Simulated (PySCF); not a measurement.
# C3H5BrO3Si: the cost of one run

Programs: PySCF 2.14.0, with density-fitted response routines of our own. Each step states its level of theory. These are calculated values for one molecule in the gas phase, unless marked as measured. Atoms count from 0, in the outputs and in this text.

### 1 The molecule as given

13 atoms, charge 0, multiplicity 1; geometry from: GFN2-xTB.

Bonds of the start (Å): O0–C1 1.21, C1–O2 1.32, C1–C3 1.48, C3–C4 1.34, C4–Br5 1.86, C3–O6 1.33, O6–Si7 1.66, O2–H8 0.97, C4–H9 1.08, Si7–H10 1.46, Si7–H11 1.46, Si7–H12 1.46.

### 2 Ultraviolet spectrum: CAM-B3LYP/def2-SVPD

The job: settings as JSON, then the geometry in Å.

```
{"job": {"kind": "uv", "xc": "CAM-B3LYP", "basis": "def2-SVPD", "nstates": 8, "ntriplets": 3}, "charge": 0, "multiplicity": 1}
O      0.013283    -1.703102    -0.165483
C      0.819491    -0.815361    -0.001340
O      2.121456    -1.031284     0.100961
C      0.383657     0.596200     0.095637
C      1.175217     1.666458     0.273988
Br     3.027272     1.655409     0.454925
O     -0.927295     0.780557    -0.011381
Si    -2.143357    -0.321599    -0.238727
H      2.325143    -1.978597     0.028053
H      0.737362     2.651066     0.325480
H     -2.051244    -0.975913    -1.536123
H     -2.290497    -1.217124     0.899839
H     -3.194874     0.693777    -0.243558
```

Method: TDDFT CAM-B3LYP/def2-SVPD, vertical, gas phase, core orbitals frozen in the response.

Command:

```sh
$ OMP_NUM_THREADS=1 python probes_run.py task.json out
```

This one command runs all jobs of the session in turn.

**Question.** How long does this job take on 1 thread of Arm Neoverse N1, shared host, and how much memory does it need?

About 2.3 min, with a peak of 1.1 GiB.
